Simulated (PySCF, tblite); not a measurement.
# C5H4ClFN2O: dynamics, then NMR shifts on frames, part 2 of 2

tblite 0.8.0 and PySCF 2.14.0. Atoms count from 0. The steps go on from the part before.

## 5. NMR shieldings: 625 fs, PBE0/pcSseg-1

Job settings and geometry (Å):

```
{"job": {"kind": "nmr", "xc": "PBE0", "basis": "pcSseg-1", "pop": false}, "charge": 0, "multiplicity": 1}
C     -1.712700    -1.058400    -0.395400
C     -0.859000     0.114800    -0.519500
O     -1.108900     1.094300    -1.129800
N      0.320200     0.090000     0.255300
C      1.058500    -0.935100     0.816400
F      0.588600    -2.185100     0.836300
C      2.160800    -0.372000     1.403900
N      2.178100     0.962100     1.151900
C      1.049600     1.209600     0.555200
Cl     0.387900     2.785000     0.438100
H     -1.717200    -1.335100     0.653800
H     -2.697200    -0.759900    -0.798200
H     -1.330900    -1.974200    -0.969100
H      2.944600    -0.783800     2.101100
```

With the program's defaults for keys left out, this is: GIAO PBE0/pcSseg-1 NMR shielding, non-relativistic, gas phase.

What it wrote:

```text
coarse grid: 13832 points
cycle   1  E = -936.6381984236  dE =  2.278e+00  |g| = 1.048e+00  |ddm| = 3.702e+00
cycle   2  E = -935.8140896278  dE =  8.241e-01  |g| = 2.313e+00  |ddm| = 2.685e+00
cycle   3  E = -936.8543946382  dE = -1.040e+00  |g| = 1.918e-01  |ddm| = 2.010e+00
cycle   4  E = -936.8591078113  dE = -4.713e-03  |g| = 1.173e-01  |ddm| = 1.932e-01
cycle   5  E = -936.8615244220  dE = -2.417e-03  |g| = 2.688e-02  |ddm| = 8.545e-02
cycle   6  E = -936.8616638368  dE = -1.394e-04  |g| = 9.225e-03  |ddm| = 2.457e-02
cycle   7  E = -936.8616803168  dE = -1.648e-05  |g| = 2.849e-03  |ddm| = 8.627e-03
cycle   8  E = -936.8616819070  dE = -1.590e-06  |g| = 8.927e-04  |ddm| = 2.434e-03
final grid: 134072 points
cycle   9  E = -936.9327778894  dE = -2.883e-05  |g| = 1.208e-02  |ddm| = 3.091e-02
cycle  10  E = -936.9327052515  dE =  7.264e-05  |g| = 2.307e-02  |ddm| = 2.467e-02
cycle  11  E = -936.9328054384  dE = -1.002e-04  |g| = 1.821e-03  |ddm| = 1.691e-02
cycle  12  E = -936.9328060183  dE = -5.799e-07  |g| = 6.000e-04  |ddm| = 1.704e-03
cycle  13  E = -936.9328060836  dE = -6.531e-08  |g| = 2.146e-04  |ddm| = 6.567e-04
cycle  14  E = -936.9328060935  dE = -9.848e-09  |g| = 6.073e-05  |ddm| = 2.153e-04
cycle  15  E = -936.9328060942  dE = -6.837e-10  |g| = 2.223e-05  |ddm| = 5.681e-05
converged SCF energy = -936.9328060942

GIAO shielding tensors (ppm)
atom      isotropic    diamagn.    paramagn.     s11        s22        s33       span
  0 C      158.510     252.291     -93.781    141.889    148.781    184.860     42.971
  1 C       20.975     247.053    -226.078    -97.289     72.975     87.239    184.528
  2 O     -200.818     401.027    -601.845   -618.623   -298.115    314.284    932.907
  3 N       48.240     341.073    -292.833    -48.763     41.731    151.752    200.516
  4 C       32.676     248.550    -215.874    -26.176     52.505     71.699     97.875
  5 F      322.362     473.761    -151.399    268.247    298.841    399.998    131.751
  6 C       68.128     258.440    -190.312     23.949     52.977    127.459    103.510
  7 N      -35.362     332.771    -368.132   -238.520    -97.846    230.281    468.800
  8 C       46.836     249.270    -202.434    -39.535     76.600    103.442    142.977
  9 Cl     663.744    1145.796    -482.052    422.634    578.205    990.392    567.757
 10 H       29.083      30.287      -1.205     25.405     29.952     31.890      6.485
 11 H       28.591      27.212       1.380     24.246     27.293     34.235      9.988
 12 H       27.487      27.377       0.111     23.470     27.065     31.927      8.457
 13 H       23.916      28.202      -4.286     20.200     24.490     27.057      6.857
```

Wall time 32 s (1 thread of INTEL XEON PLATINUM 8581C at 2.10GHz, shared host); peak memory 0.84 GiB.

This run: δ C1 166.0, C4 154.2, C8 140.1, C6 118.8, H13 7.80, H12 4.23 ppm.

## 6. NMR shieldings: 800 fs, PBE0/pcSseg-1

Job settings and geometry (Å):

```
{"job": {"kind": "nmr", "xc": "PBE0", "basis": "pcSseg-1", "pop": false}, "charge": 0, "multiplicity": 1}
C     -1.631500    -1.042800     0.186700
C     -0.805600     0.138200    -0.219100
O     -1.221500     1.044700    -0.889700
N      0.463700     0.177500     0.301300
C      1.208700    -0.820500     0.920900
F      0.743600    -2.050400     0.758600
C      2.148500    -0.301200     1.658400
N      2.224400     1.063900     1.396800
C      1.144900     1.311000     0.672000
Cl     0.501500     2.828100     0.240100
H     -1.332400    -1.423000     1.093700
H     -2.654700    -0.630300     0.171000
H     -1.530900    -1.813700    -0.501200
H      2.931000    -0.739100     2.270400
```

With the program's defaults for keys left out, this is: GIAO PBE0/pcSseg-1 NMR shielding, non-relativistic, gas phase.

What it wrote:

```text
coarse grid: 13832 points
cycle   1  E = -936.6243370246  dE =  2.386e+00  |g| = 1.059e+00  |ddm| = 3.718e+00
cycle   2  E = -935.7674300164  dE =  8.569e-01  |g| = 2.347e+00  |ddm| = 2.762e+00
cycle   3  E = -936.8445612798  dE = -1.077e+00  |g| = 2.042e-01  |ddm| = 2.097e+00
cycle   4  E = -936.8504508967  dE = -5.890e-03  |g| = 1.165e-01  |ddm| = 2.058e-01
cycle   5  E = -936.8527872219  dE = -2.336e-03  |g| = 2.883e-02  |ddm| = 8.737e-02
cycle   6  E = -936.8529466806  dE = -1.595e-04  |g| = 9.682e-03  |ddm| = 2.553e-02
cycle   7  E = -936.8529637594  dE = -1.708e-05  |g| = 3.451e-03  |ddm| = 8.909e-03
cycle   8  E = -936.8529660595  dE = -2.300e-06  |g| = 1.046e-03  |ddm| = 2.924e-03
final grid: 134072 points
cycle   9  E = -936.9252327999  dE = -3.358e-05  |g| = 1.281e-02  |ddm| = 3.112e-02
cycle  10  E = -936.9251451293  dE =  8.767e-05  |g| = 2.498e-02  |ddm| = 2.705e-02
cycle  11  E = -936.9252640283  dE = -1.189e-04  |g| = 2.001e-03  |ddm| = 1.886e-02
cycle  12  E = -936.9252647295  dE = -7.012e-07  |g| = 6.107e-04  |ddm| = 1.780e-03
cycle  13  E = -936.9252647964  dE = -6.697e-08  |g| = 2.375e-04  |ddm| = 6.667e-04
cycle  14  E = -936.9252648081  dE = -1.161e-08  |g| = 7.211e-05  |ddm| = 2.285e-04
cycle  15  E = -936.9252648090  dE = -9.427e-10  |g| = 2.445e-05  |ddm| = 6.358e-05
converged SCF energy = -936.9252648090

GIAO shielding tensors (ppm)
atom      isotropic    diamagn.    paramagn.     s11        s22        s33       span
  0 C      161.489     252.195     -90.706    141.025    150.276    193.166     52.141
  1 C       16.315     246.716    -230.401    -99.850     57.448     91.349    191.199
  2 O     -219.450     400.658    -620.109   -679.028   -315.192    335.869   1014.898
  3 N       49.163     339.347    -290.183    -50.429     51.497    146.421    196.850
  4 C       38.922     249.239    -210.317    -14.617     58.134     73.248     87.864
  5 F      320.337     475.208    -154.871    268.729    297.684    394.599    125.871
  6 C       75.094     258.174    -183.080     29.826     58.881    136.575    106.749
  7 N      -35.536     332.341    -367.877   -242.003    -76.915    212.308    454.311
  8 C       41.087     249.900    -208.813    -50.832     79.018     95.075    145.907
  9 Cl     689.451    1145.650    -456.199    436.678    645.255    986.421    549.744
 10 H       30.662      32.523      -1.861     25.952     32.639     33.395      7.443
 11 H       28.924      27.755       1.169     24.537     27.734     34.501      9.965
 12 H       30.255      30.535      -0.280     26.636     29.247     34.880      8.244
 13 H       24.789      29.631      -4.842     21.339     25.369     27.658      6.319
```

Wall time 34 s (1 thread of INTEL XEON PLATINUM 8581C at 2.10GHz, shared host); peak memory 0.88 GiB.

Key values: δ C1 170.6, C4 148.0, C8 145.8, C6 111.8, H13 6.93, H11 2.79 ppm.

## 7. NMR shieldings: 1000 fs, PBE0/pcSseg-1

Job settings and geometry (Å):

```
{"job": {"kind": "nmr", "xc": "PBE0", "basis": "pcSseg-1", "pop": false}, "charge": 0, "multiplicity": 1}
C     -1.829900    -0.662200     0.437300
C     -0.895400     0.264200    -0.222200
O     -1.226300     1.009300    -1.105600
N      0.362200     0.278000     0.486300
C      1.121800    -0.817100     0.859900
F      0.801700    -2.064800     0.560800
C      2.231100    -0.322600     1.517700
N      2.137100     1.046900     1.649500
C      1.047600     1.342900     1.023400
Cl     0.428500     2.901000     0.691100
H     -2.794700    -0.444500     0.083200
H     -1.564500    -1.683600     0.308700
H     -1.726800    -0.483000     1.501200
H      2.963100    -0.849700     2.091000
```

Level: GIAO PBE0/pcSseg-1 NMR shielding, non-relativistic, gas phase.

What it wrote:

```text
coarse grid: 13832 points
cycle   1  E = -936.6300256371  dE =  2.244e+00  |g| = 1.056e+00  |ddm| = 3.690e+00
cycle   2  E = -935.6690376623  dE =  9.610e-01  |g| = 2.460e+00  |ddm| = 2.775e+00
cycle   3  E = -936.8519752583  dE = -1.183e+00  |g| = 2.134e-01  |ddm| = 2.108e+00
cycle   4  E = -936.8581669510  dE = -6.192e-03  |g| = 1.239e-01  |ddm| = 2.005e-01
cycle   5  E = -936.8608105230  dE = -2.644e-03  |g| = 2.871e-02  |ddm| = 8.298e-02
cycle   6  E = -936.8609674462  dE = -1.569e-04  |g| = 1.036e-02  |ddm| = 2.499e-02
cycle   7  E = -936.8609871480  dE = -1.970e-05  |g| = 3.307e-03  |ddm| = 9.089e-03
cycle   8  E = -936.8609893111  dE = -2.163e-06  |g| = 9.844e-04  |ddm| = 2.872e-03
final grid: 134072 points
cycle   9  E = -936.9332516798  dE = -3.129e-05  |g| = 1.358e-02  |ddm| = 2.852e-02
cycle  10  E = -936.9331536272  dE =  9.805e-05  |g| = 2.658e-02  |ddm| = 2.733e-02
cycle  11  E = -936.9332859838  dE = -1.324e-04  |g| = 2.442e-03  |ddm| = 1.910e-02
cycle  12  E = -936.9332870239  dE = -1.040e-06  |g| = 7.703e-04  |ddm| = 2.146e-03
cycle  13  E = -936.9332871335  dE = -1.095e-07  |g| = 2.472e-04  |ddm| = 8.039e-04
cycle  14  E = -936.9332871467  dE = -1.321e-08  |g| = 7.612e-05  |ddm| = 2.396e-04
cycle  15  E = -936.9332871476  dE = -9.738e-10  |g| = 2.178e-05  |ddm| = 6.111e-05
converged SCF energy = -936.9332871476

GIAO shielding tensors (ppm)
atom      isotropic    diamagn.    paramagn.     s11        s22        s33       span
  0 C      157.377     253.637     -96.260    133.844    142.196    196.092     62.248
  1 C        8.109     245.042    -236.933   -120.267     62.310     82.285    202.552
  2 O     -281.045     399.287    -680.332   -772.785   -371.417    301.068   1073.853
  3 N       44.976     341.519    -296.543    -34.319     38.443    130.805    165.124
  4 C       28.508     247.701    -219.193    -38.226     51.706     72.044    110.270
  5 F      324.671     473.763    -149.092    268.058    305.148    400.807    132.749
  6 C       68.885     257.266    -188.381     22.908     53.558    130.190    107.282
  7 N      -19.888     333.562    -353.450   -208.310    -84.118    232.765    441.075
  8 C       56.648     250.444    -193.796    -22.028     78.226    113.747    135.775
  9 Cl     722.712    1145.758    -423.046    485.349    654.042   1028.744    543.394
 10 H       30.001      29.598       0.404     25.924     28.163     35.917      9.992
 11 H       29.192      30.577      -1.385     24.688     30.304     32.583      7.895
 12 H       29.626      30.312      -0.686     26.375     30.098     32.405      6.030
 13 H       25.073      30.063      -4.989     21.844     25.611     27.765      5.921
```

Wall time 35 s (1 thread of INTEL XEON PLATINUM 8581C at 2.10GHz, shared host); peak memory 1 GiB.

Key values: δ C1 178.8, C4 158.4, C8 130.3, C6 118.0, H13 6.64, H11 2.52 ppm.

## 8. Run by run: NMR shifts

Shifts (ppm) of some atoms, chosen among heavy atoms and hydrogens apart, with basis size and wall time:

```
  frame     C8   H12   H10     O2     N7      F5  Cl9  functions  time
 250 fs  137.6  3.84  3.29  564.2  307.3  -144.5  288        197  31 s
 425 fs  132.5  3.27  3.31  549.4  285.7  -140.6  246        197  32 s
 625 fs  140.1  4.23  2.63  536.9  303.1  -151.4  286        197  32 s
 800 fs  145.8  1.46  1.05  555.5  303.3  -149.4  260        197  34 s
1000 fs  130.3  2.09  1.72  617.1  287.6  -153.7  227        197  35 s
```

## 9. Summary of results

This closing draws on all 2 parts.

```
                                        quantity                                 value
                                      thermostat                                 300 K
                   mean temperature, second half                                 285 K
         mean potential energy above the minimum                               0.49 eV
  13C shifts against TMS (PBE0/pcSseg-1, 250 fs)  170.0, 156.8, 137.6, 116.4, 24.2 ppm
   1H shifts against TMS (PBE0/pcSseg-1, 250 fs)            7.97, 3.84, 3.31, 3.29 ppm
  17O shifts against H2O (PBE0/pcSseg-1, 250 fs)                             564.2 ppm
  15N shifts against NH3 (PBE0/pcSseg-1, 250 fs)                      307.3, 224.2 ppm
19F shifts against CFCl3 (PBE0/pcSseg-1, 250 fs)                            -144.5 ppm
 35Cl shifts against HCl (PBE0/pcSseg-1, 250 fs)                               288 ppm
                        range of the shift of O2                    536.9 to 617.1 ppm
```

What this shows: In the second half the potential energy averages 0.49 eV above the minimum; equipartition over 36 harmonic modes at 300 K would give 0.47 eV. With 14 atoms the temperature swings widely (194 to 454 K). Shifts at one fixed geometry are not the observed spectrum, which averages over the motion. In the first frame run (250 fs): The widest tensor belongs to O2: span 972 ppm, with a paramagnetic part of -628 ppm. NICS(1)zz of -21 ppm above the planar ring from N3 marks a diatropic (aromatic) ring current. In ppm, O2 moves most: its shift spreads over 80.2 ppm, from 536.9 (625 fs) to 617.1 (1000 fs).
